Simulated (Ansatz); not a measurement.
# CsAg2: the cost of one run

Computed with Ansatz 0.2.0 (DFT PBE, scalar-relativistic, plane waves, PAW, unless a step's input says otherwise).

1 further run of the same task is left out (set aside as unsound or not needed).

## (1) The starting structure

The structure is hexagonal, space group P6/mmm (No. 191). The conventional cell has a = 4.850 Å, b = 4.850 Å, c = 5.462 Å, α = 90.00°, β = 90.00°, γ = 120.00°. Cs (site symmetry 6/mmm) has 12 Ag at 3.91 Å as nearest neighbours. Ag (site symmetry -6m2) has 3 Ag at 2.80 Å as nearest neighbours.

Coordinates:

```
Cs Ag
1.0
     4.85023    0.00000    0.00000
    -2.42512    4.20042    0.00000
     0.00000    0.00000    5.46185
Cs Ag
1 2
Direct
  0.00000 0.00000 0.50000
  0.33333 0.66667 0.00000
  0.66667 0.33333 0.00000
```

It is the end of an earlier relaxation with the same method, from a generated guess; it needn't be the stable form of this composition. At a tolerance of 0.05 Å it has space group P6/mmm (No. 191); it has 37.09 Å³/atom, an uncorrected energy of +0.08 eV/atom over the elements and, on its mesh, gap none (metal).

## (2) Point at V/V0 = 0.97

Input file input.yaml:

```yaml
crystal:
  lattice:
    - [4.8012371393, 2.86e-08, 0.0]
    - [-2.4006185944, 4.1579933179, 0.0]
    - [0.0, 0.0, 5.4066748379]
  atoms:
    - { symbol: Cs, position: [0.0, 0.0, 0.5] }
    - { symbol: Ag, position: [0.3333333333, 0.6666666667, 0.0] }
    - { symbol: Ag, position: [0.6666666667, 0.3333333333, 0.0] }
basis:
  ecutwfc: 420
kpoints:
  mp_grid: { grid: [12, 12, 8] }
hamiltonian:
  xc: pbe
scf:
  occupations: { method: gaussian, width: 0.1 }
output:
  forces: true
  stress: true
  eigenvalues: true
relax:
  adjacent_minimum: "off"
  f_tol: 0.01
  max_steps: 30
  cell: { stress_tol: 0.1, fix: [volume] }
```

Command:

```
$ ansatz run input.yaml --threads 1 --pin off --max-ram 3072MiB --backend cpu --events-out ev --progress --plain --runs-dir out
```

Q: Estimate wall time and peak memory on 1 thread of Arm Neoverse V1, shared host.

About 50 s, with a peak of 0.52 GiB.
